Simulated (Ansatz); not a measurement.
# C₃H₉ClInN: a ladder of functionals and wavefunction methods

How much do the methods differ for C₃H₉ClInN? The plan is to run it at one geometry with functionals of several rungs and with coupled cluster. The yardstick is the atomisation energy at the CCSD(T) limit.

The runs use Ansatz 0.2.0, Gaussian basis; functionals in def2-TZVPP, the program's frozen cores in correlated methods.

The runs, in order: PBE-D4, r2SCAN-D4, PBE0-D4, B3LYP-D4, ωB97X-V, ωB97M-V, B2PLYP; CCSD(T)/def2-TZVPP; MP2/def2-QZVPP; extrapolation to the limit.

## 1. Structure used throughout

An earlier PBE0-D4 in a triple-zeta def2 set relaxation fixed the geometry. In takes the def2 core potential; no spin-orbit term is included.

SMILES `CC[N](C)[InH][Cl]`, 15 atoms, charge 0, spin multiplicity 1.

Atoms are counted from 1 here; the program's logs count them from 0.

Bond lengths: C1–C2 1.522 Å, C1–H7 1.092 Å, C1–H8 1.093 Å, C1–H9 1.093 Å, C2–N3 1.447 Å, C2–H10 1.101 Å, C2–H11 1.093 Å, N3–C4 1.442 Å, N3–In5 1.997 Å, C4–H12 1.093 Å, C4–H13 1.099 Å, C4–H14 1.100 Å, In5–Cl6 2.340 Å, In5–H15 1.694 Å. Angles: C2–C1–H7 111.9°, C2–C1–H8 110.4°, C2–C1–H9 110.5°, H7–C1–H8 108.2°, H7–C1–H9 107.6°, H8–C1–H9 108.1°, C1–C2–N3 114.4°, C1–C2–H10 109.2°, C1–C2–H11 108.9°, N3–C2–H10 108.8°, N3–C2–H11 108.8°, H10–C2–H11 106.5°, C2–N3–C4 114.7°, C2–N3–In5 122.6°, C4–N3–In5 122.5°, N3–C4–H12 111.0°, N3–C4–H13 113.0°, N3–C4–H14 111.0° and more.

## 2. PBE-D4 (GGA)

File in.yaml:

```yaml
crystal:
  periodic: [false, false, false]
  atoms:
    - {symbol: C, position_ang: [-1.230978, 0.824222, -1.146191]}
    - {symbol: C, position_ang: [-0.552836, -0.471051, -0.723168]}
    - {symbol: N, position_ang: [0.451537, -0.310834, 0.305722]}
    - {symbol: C, position_ang: [1.669228, 0.324021, -0.133993]}
    - {symbol: In, position_ang: [0.123753, -0.800474, 2.213483]}
    - {symbol: Cl, position_ang: [-2.013943, -1.728123, 2.429557]}
    - {symbol: H, position_ang: [-0.515098, 1.551047, -1.536457]}
    - {symbol: H, position_ang: [-1.749817, 1.278277, -0.298109]}
    - {symbol: H, position_ang: [-1.966938, 0.631431, -1.930986]}
    - {symbol: H, position_ang: [-0.087145, -0.941134, -1.603578]}
    - {symbol: H, position_ang: [-1.315236, -1.168943, -0.366245]}
    - {symbol: H, position_ang: [2.409021, 0.351964, 0.670277]}
    - {symbol: H, position_ang: [1.517427, 1.359485, -0.467972]}
    - {symbol: H, position_ang: [2.119573, -0.225870, -0.973648]}
    - {symbol: H, position_ang: [1.141431, -0.674018, 3.561317]}
basis:
  gaussian: {orbitals: def2-TZVPP}
hamiltonian: {xc: pbe, dispersion: d4}
output: {forces: true, orbitals: {seedname: orbitals}}
```

Command:

```console
$ ansatz run in.yaml --threads 2 --pin off --events-out ev --progress --plain --max-ram 32768MiB --backend cuda --devices 0, --max-vram 18GiB
```

After this run come: r2SCAN-D4 (meta-GGA); PBE0-D4 (hybrid); B3LYP-D4 (hybrid); ωB97X-V (range-separated); ωB97M-V (range-separated); B2PLYP (double hybrid); CCSD(T) in def2-TZVPP; MP2 in def2-QZVPP.

**Question.** What will the summary of the whole plan be? Wanted: atomisation energy, CCSD(T)/CBS; farthest; mean size of error, hybrid; mean size of error, range-separated; gap, smallest and largest; T1 diagnostic; triples share of the correlation energy.

As calculated:

| quantity | value |
| --- | --- |
| atomisation energy, CCSD(T)/CBS | 5269.5 kJ/mol |
| functionals within 52.7 kJ/mol (1.0 %) | r2SCAN-D4, PBE0-D4, B3LYP-D4, ωB97X-V, ωB97M-V |
| farthest | B2PLYP (-82.1 kJ/mol) |
| mean size of error, hybrid | 14.3 kJ/mol |
| mean size of error, range-separated | 8.1 kJ/mol |
| gap, smallest and largest | 3.29 eV (PBE-D4), 9.16 eV (ωB97X-V) |
| T1 diagnostic | 0.0145 |
| triples share of the correlation energy | 3.8 % |

**Reading.** PBE-D4 misses by +77.7 kJ/mol. Double hybrids carry the basis error of their MP2 part in triple zeta, and no dispersion term here, so their miss is partly the set-up's. Misses under about 52.7 kJ/mol are within the doubt on the reference itself, which lacks core-valence correlation, spin-orbit coupling and higher excitations, and its outer-core shells are covered unevenly. All levels share the lack of spin-orbit coupling, which lowers the free heavy atoms and so the true binding. Hartree-Fock recovers 72 % of the binding; the rest is correlation. The gap grows from 3.3 to 9.2 eV across the functionals, mostly with the share of exact exchange. Correlated methods include outer-core shells of In, which these sets cover unevenly.
